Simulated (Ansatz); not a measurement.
# AlAsH₂ (singlet): wave-function methods side by side, cc-pVDZ

An exercise on one series of results from a longer session: the logs are not shown, and one member is left open.

The runs use Ansatz 0.2.0, Gaussian basis; cc-pVDZ, core rule «outside noble gas», up to 19 orbitals frozen.

To be run: UHF; CCSD(T) on RHF; CCSD(T) on UHF; BCCD(T) on RHF; CISD; CCSDT(Q) on RHF; CCSDT(Q) on UHF; CCSDTQ on RHF.

10 further runs of the same task are left out: 6 for a known fault of the program, 4 set aside as unsound or not needed.

## The geometry

The geometry is a PBE0/def2-TZVP stationary point (not a proven minimum). No spin-orbit coupling is included. The filled d shell of As may be among the frozen orbitals whatever the setting's name suggests; the logs give the count.

4 atoms, charge 0, spin multiplicity 1.

Atoms are counted from 1 here; the program's logs count them from 0.

Bond lengths: Al1–As2 2.346 Å, Al1–H3 1.590 Å, Al1–H4 1.590 Å. Angles: As2–Al1–H3 117.6°, As2–Al1–H4 117.6°, H3–Al1–H4 124.9°.

Set-up of the first run:

Input file in.yaml:

```yaml
crystal:
  periodic: [false, false, false]
  atoms:
    - {symbol: Al, position_ang: [0.000000, 0.000000, 1.677141]}
    - {symbol: As, position_ang: [0.000000, 0.000000, -0.668915]}
    - {symbol: H, position_ang: [0.000000, 1.409286, 2.413008]}
    - {symbol: H, position_ang: [0.000000, -1.409286, 2.413008]}
basis:
  gaussian: {orbitals: cc-pVDZ}
magnetization: {spin_polarized: true, initial_magnetization: 0}
hamiltonian: {xc: hf}
output: {orbitals: {seedname: orbitals}}
```

Started as:

```console
> ansatz run in.yaml --threads 1 --pin off --events-out ev --progress --plain --max-ram 4096MiB --backend cpu
```

Among the steps run: UHF; CCSD(T) on RHF; CCSD(T) on UHF; BCCD(T) on RHF; CISD; CCSDT(Q) on RHF; CCSDT(Q) on UHF; CCSDTQ on RHF.

One of the session's tables, all rows but one given; the rest of the session is left out.

```
   method  from RCCSDTQ (meV)
      RHF             +5195.0
     RMP2             +1278.1
     CISD              +641.2
    RCCSD              +211.7
 RCCSD(T)                   ?
  BCCD(T)               +66.5
   RCCSDT               +20.7
RCCSDT(Q)                +3.1
  RCCSDTQ                   0
```

Q: Estimate the row for RCCSD(T) from the others.

The run gave: from RCCSDTQ (meV): +66.6. In the column «from RCCSDTQ (meV)» it lies between BCCD(T) (+66.5) and RCCSD (+211.7).

To keep in mind: Left out of the table: UHF, UMP2, UCCSD, UCCSD(T), UCCSDT, UCCSDT(Q) (another determinant or state than the rows shown).
